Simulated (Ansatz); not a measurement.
# Li+ with CHN: structure and interaction energy

An exercise on one series of results from a longer session: the logs are not shown, and one member is left open.

Program: Ansatz 0.2.0, Gaussian basis. Level of theory: PBE0-D4 structure, single points in def2-TZVPPD. These are calculated values, not measurements.

Levels: PBE-D4, revPBE-D4, BLYP-D4, r2SCAN-D4, B97M-V, PBE0-D4, B3LYP-D4, HSE06-D4, wB97X-V, wB97M-V, B2PLYP, Hartree-Fock, MP2, CCSD, CCSD(T). The reference is CCSD(T) extrapolated to the basis limit.

Correlated methods freeze the cores. The outer core shell of Li, Na, Mg and K is correlated. B3LYP uses VWN-RPA correlation. B2PLYP carries no dispersion term here.

163 further runs of the same task are left out: 163 set aside as unsound or not needed.

## The system as given

The pair, from a GFN2-xTB docking trial: 4 atoms, charge 1, spin multiplicity 1.

Atoms are counted from 1 here; the program's logs count them from 0.

Bond lengths: Li1–N3 1.915 Å, C2–N3 1.137 Å, C2–H4 1.067 Å. Angles: N3–C2–H4 172.8°, Li1–N3–C2 156.3°.

As a file:

```xyz
4
CHLiN
Li    0.1181    0.2195   -2.2025
C    -0.0071   -0.0932    0.7693
N     0.3299    0.0496   -0.3070
H    -0.4409   -0.1759    1.7402
```

Atoms 1 to 1 are fragment A (Li+), the rest fragment B (CHN).

The first run:

Input file pre/in.yaml:

```yaml
crystal:
  periodic: [false, false, false]
  atoms:
    - {symbol: Li, position_ang: [0.118100, 0.219500, -2.202500]}
    - {symbol: C, position_ang: [-0.007100, -0.093200, 0.769300]}
    - {symbol: N, position_ang: [0.329900, 0.049600, -0.307000]}
    - {symbol: H, position_ang: [-0.440900, -0.175900, 1.740200]}
basis:
  gaussian: {orbitals: def2-SVP}
total_charge: 1
hamiltonian: {xc: pbe, dispersion: d4}
relax: {f_tol: 0.03, max_steps: 250}
```

On the command line:

```bash
$ ansatz run in.yaml --threads 2 --pin off --events-out ev --progress --plain --max-ram 5222MiB
```

Steps of the session up to this table: A first relaxation in a small basis; Relaxation at PBE0-D4; wB97X-V/def2-TZVPPD; wB97M-V/def2-TZVPPD; B2PLYP/def2-TZVPPD; B97M-V/def2-TZVPPD; CCSD(T)/def2-TZVPPD; Vibrations of the pair.

One table of the session follows, with a row left open; its other results are not shown here.

```
      method  interaction (meV)
      PBE-D4              -1599
   revPBE-D4              -1567
     BLYP-D4              -1620
   r2SCAN-D4              -1533
      B97M-V              -1570
     PBE0-D4              -1619
    B3LYP-D4              -1645
    HSE06-D4              -1618
     wB97X-V              -1593
     wB97M-V              -1588
      B2PLYP              -1608
Hartree-Fock              -1620
         MP2              -1539
        CCSD              -1551
     CCSD(T)              -1538
 CCSD(T)/CBS                  ?
```

Estimate the missing values for CCSD(T)/CBS.

**Answer.** interaction (meV): -1561. In the column «interaction (meV)» it lies between revPBE-D4 (-1567) and CCSD (-1551).
